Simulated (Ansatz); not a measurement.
# H8N2OSi2: one species, many methods

One table from this session's results is given with a row withheld; the runs are named, their logs left out.

Program: Ansatz 0.2.0, Gaussian basis. Level of theory: functionals in def2-TZVPP, the program's frozen cores in correlated methods. These are calculated values, not measurements.

Levels to be run: PBE-D4, r2SCAN-D4, PBE0-D4, B3LYP-D4, ωB97X-V, ωB97M-V, B2PLYP; CCSD(T)/def2-TZVPP; MP2/def2-QZVPP; extrapolation to the limit.

## The geometry

All runs share one geometry, relaxed beforehand with PBE0-D4 in a triple-zeta def2 set.

13 atoms, charge 0, spin multiplicity 1.

Atoms are counted from 1 here; the program's logs count them from 0.

Bond lengths: N1–Si2 1.706 Å, N1–H6 1.006 Å, N1–H7 1.005 Å, Si2–O3 1.638 Å, Si2–H8 1.484 Å, Si2–H9 1.481 Å, O3–Si4 1.638 Å, Si4–N5 1.706 Å, Si4–H10 1.481 Å, Si4–H11 1.484 Å, N5–H12 1.005 Å, N5–H13 1.006 Å. Angles: Si2–N1–H6 122.8°, Si2–N1–H7 122.2°, H6–N1–H7 112.2°, N1–Si2–O3 116.0°, N1–Si2–H8 106.3°, N1–Si2–H9 108.2°, O3–Si2–H8 108.5°, O3–Si2–H9 105.7°, H8–Si2–H9 112.3°, Si2–O3–Si4 141.3°, O3–Si4–N5 115.9°, O3–Si4–H10 105.7°, O3–Si4–H11 108.5°, N5–Si4–H10 108.3°, N5–Si4–H11 106.3°, H10–Si4–H11 112.3°, Si4–N5–H12 122.3°, Si4–N5–H13 122.9° and more.

The first run:

File in.yaml:

```yaml
crystal:
  periodic: [false, false, false]
  atoms:
    - {symbol: N, position_ang: [-1.757072, -0.056566, -1.355255]}
    - {symbol: Si, position_ang: [-0.209472, -0.767272, -1.460636]}
    - {symbol: O, position_ang: [0.982538, -0.019616, -0.621797]}
    - {symbol: Si, position_ang: [1.262047, 0.738206, 0.803229]}
    - {symbol: N, position_ang: [0.458407, 0.091796, 2.162495]}
    - {symbol: H, position_ang: [-1.996533, 0.799251, -1.826189]}
    - {symbol: H, position_ang: [-2.395782, -0.270553, -0.608959]}
    - {symbol: H, position_ang: [-0.351238, -2.151636, -0.944656]}
    - {symbol: H, position_ang: [0.219012, -0.736805, -2.877844]}
    - {symbol: H, position_ang: [2.721240, 0.633550, 1.033478]}
    - {symbol: H, position_ang: [0.810249, 2.146825, 0.683463]}
    - {symbol: H, position_ang: [-0.475765, 0.364893, 2.414158]}
    - {symbol: H, position_ang: [0.732367, -0.772085, 2.598504]}
basis:
  gaussian: {orbitals: def2-TZVPP}
hamiltonian: {xc: pbe, dispersion: d4}
output: {forces: true, orbitals: {seedname: orbitals}}
```

On the command line:

```bash
ansatz run in.yaml --threads 2 --pin off --events-out ev --progress --plain --max-ram 32768MiB --backend cuda --devices 0, --max-vram 18GiB
```

Steps of the session up to this table: PBE-D4 (GGA); r2SCAN-D4 (meta-GGA); PBE0-D4 (hybrid); B3LYP-D4 (hybrid); ωB97X-V (range-separated); ωB97M-V (range-separated); B2PLYP (double hybrid); CCSD(T) in def2-TZVPP; MP2 in def2-QZVPP.

One table of the session follows, with a row left open; its other results are not shown here.

It belongs to the step «Atomisation energies». 

```
            method  atomisation energy (kJ/mol)
            PBE-D4                       4595.7
         r2SCAN-D4                            ?
           PBE0-D4                       4527.7
          B3LYP-D4                       4596.3
           ωB97X-V                       4616.8
           ωB97M-V                       4609.0
            B2PLYP                       4539.3
     HF/def2-TZVPP                       3273.0
    MP2/def2-TZVPP                       4500.9
   CCSD/def2-TZVPP                       4396.6
CCSD(T)/def2-TZVPP                       4453.1
           MP2/CBS                       4651.8
       CCSD(T)/CBS                       4604.0
```

**Question.** Estimate the row for r2SCAN-D4.

**Answer.** atomisation energy (kJ/mol): 4560.6. In the column «atomisation energy (kJ/mol)» it lies between B2PLYP (4539.3) and PBE-D4 (4595.7).
